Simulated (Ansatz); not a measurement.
# Al5Ga3N8 (superlattice of 3 GaN and 5 AlN bilayers): the cost of one run

Computed with Ansatz 0.2.0 (DFT PBE, scalar-relativistic, plane waves, PAW, and further levels as typed in the inputs, unless a step's input says otherwise).

## (1) The starting structure

It takes space group P3m1 (No. 156, trigonal). The conventional cell has a = 3.130 Å, b = 3.130 Å, c = 20.220 Å, α = 90.00°, β = 90.00°, γ = 120.00°. Al (site symmetry 3m) is surrounded by 4 N at 1.90 to 1.92 Å. Al (site symmetry 3m) has 4 N at 1.90 Å as nearest neighbours. Ga (site symmetry 3m) has 4 N at 1.90 to 1.95 Å as nearest neighbours. Ga (site symmetry 3m) has 4 N at 1.92 to 1.95 Å as nearest neighbours. Only part of the 16 independent sites is listed.

As a file:

```xyz
16
Lattice="3.1298 0.0000 0.0000 -1.5649 2.7105 0.0000 0.0000 0.0000 20.2200" Properties=species:S:1:pos:R:3 pbc="T T T"
Al    1.5649    0.9035    7.7700
Al    0.0000    1.8070   10.2600
Al    1.5649    0.9035   12.7500
Al    0.0000    1.8070   15.2400
Al    1.5649    0.9035   17.7300
Ga    0.0000    1.8070    0.0000
Ga    1.5649    0.9035    2.5900
Ga    0.0000    1.8070    5.1800
N     0.0000    1.8070    1.9500
N     1.5649    0.9035    4.5400
N     0.0000    1.8070    7.1300
N     1.5649    0.9035    9.6700
N     0.0000    1.8070   12.1600
N     1.5649    0.9035   14.6500
N     0.0000    1.8070   17.1400
N     1.5649    0.9035   19.6300
```

## (2) Relaxing cell and atoms: Al5Ga3N8 (superlattice of 3 GaN and 5 AlN bilayers), no spin

Contents of input.yaml:

```yaml
crystal:
  lattice:
    - [3.1298, 0.0, 0.0]
    - [-1.5649, 2.7104863088, 0.0]
    - [0.0, 0.0, 20.22]
  atoms:
    - { symbol: Al, position: [0.6666666667, 0.3333333333, 0.384273] }
    - { symbol: Al, position: [0.3333333333, 0.6666666667, 0.5074184] }
    - { symbol: Al, position: [0.6666666667, 0.3333333333, 0.6305638] }
    - { symbol: Al, position: [0.3333333333, 0.6666666667, 0.7537092] }
    - { symbol: Al, position: [0.6666666667, 0.3333333333, 0.8768546] }
    - { symbol: Ga, position: [0.3333333333, 0.6666666667, 0.0] }
    - { symbol: Ga, position: [0.6666666667, 0.3333333333, 0.128091] }
    - { symbol: Ga, position: [0.3333333333, 0.6666666667, 0.256182] }
    - { symbol: "N", position: [0.3333333333, 0.6666666667, 0.09643917] }
    - { symbol: "N", position: [0.6666666667, 0.3333333333, 0.22453017] }
    - { symbol: "N", position: [0.3333333333, 0.6666666667, 0.35262117] }
    - { symbol: "N", position: [0.6666666667, 0.3333333333, 0.47823937] }
    - { symbol: "N", position: [0.3333333333, 0.6666666667, 0.60138477] }
    - { symbol: "N", position: [0.6666666667, 0.3333333333, 0.72453017] }
    - { symbol: "N", position: [0.3333333333, 0.6666666667, 0.84767557] }
    - { symbol: "N", position: [0.6666666667, 0.3333333333, 0.97082097] }
scf:
  occupations: { method: fixed }
  n_extra_bands: 4
output:
  forces: true
  stress: true
  eigenvalues: true
hamiltonian:
  xc: pbe
  pseudopotentials: { kind: paw, azcp: { folder: soft_1 } }
kpoints:
  mp_grid: { grid: [8, 8, 2] }
relax:
  f_tol: 0.005
  max_steps: 60
  cell: { stress_tol: 0.03, fix: [a, b, gamma] }
```

Started as:

```sh
> ansatz run input.yaml --threads 8 --pin off --max-ram 24576MiB --backend cpu --events-out ev --progress --plain --runs-dir out
```

Q: Estimate wall time and peak memory on 8 threads of Arm Neoverse N1, shared host.

About 39 s, with a peak of 0.79 GiB.
